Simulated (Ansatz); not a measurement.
## CaF (charge -1): an active-space calculation, step by step

With the Python package of Ansatz (0.2.0).

Contents of `caf.xyz`:
```text
2

Ca    0.00000    0.00000    0.00000
F     0.00000    0.00000    2.30500
```

Interactive session:
```pycon
>>> import ansatz as az
>>> geometry = az.Crystal.molecule_from_extxyz('caf.xyz')
>>> model = (
...     geometry.calculation()
...     .basis(gaussian='def2-SVP')
...     .charge(-1)
...     .correlation(active_electrons=6, active_orbitals=6)
... )
>>> for method in [None, 'sc_nevpt2', 'fic_mrcisd_q']:
...     report = (model if method is None else model.correlation(method)).run().report
...     space = report['configurations']
...     state = space['states'][0]
...     print(method or 'casscf', f'total {report["free_energy_ev"] / 27.211386246:.6f} Ha, active-space state {state["energy"]["hartree"]:.6f} Ha, mean field {report["reference_energy_ev"] / 27.211386246:.6f} Ha')
...     print('  determinants', state['n_determinants'], ' natural occupations', [round(n, 3) for n in space['natural_occupations']])
...
casscf total -776.177615 Ha, active-space state -776.177615 Ha, mean field -776.081322 Ha
  determinants 400  natural occupations [1.981, 1.981, 1.98, 0.02, 0.019, 0.019]
RunWarning: 2 active orbitals are nearly empty or full. The corrections depend on them more than the energy does, and are more stable in an active space without them
RunWarning: the results are in doubt because another end's mean lies 1.990 eV lower, and its corrected mean 0.297 eV higher
sc_nevpt2 total -776.398768 Ha, active-space state -776.104494 Ha, mean field -776.081322 Ha
  determinants 112  natural occupations [2.0, 2.0, 1.847, 0.062, 0.062, 0.03]
fic_mrcisd_q total -776.421387 Ha, active-space state -776.177615 Ha, mean field -776.081322 Ha
  determinants 112  natural occupations [1.981, 1.981, 1.98, 0.02, 0.019, 0.019]
>>> print('effectively unpaired electrons, sum of min(n, 2 - n):', round(sum(min(n, 2 - n) for n in space['natural_occupations']), 3))
effectively unpaired electrons, sum of min(n, 2 - n): 0.118
```

Total energies depend on the basis set; only differences at equal settings carry meaning. Warnings are shown shortened and without file and line. The geometry is a force-field or estimated start, not a minimum of this method, and the basis set is short of its limit. The active space starts as a window about the frontier orbitals and is then optimised, not chosen by chemistry. The spin state was assumed, and another may lie lower. A lower CASSCF solution was found and passed over, so the printed active-space state isn't the lowest. Anions want diffuse functions, which this basis lacks. Wall time of the script: 8.6 s on 1 thread of Arm Neoverse N1, on a shared host, peak memory 0.18 GiB.

(Lines on the test bed's own set-up are left out of the output.)
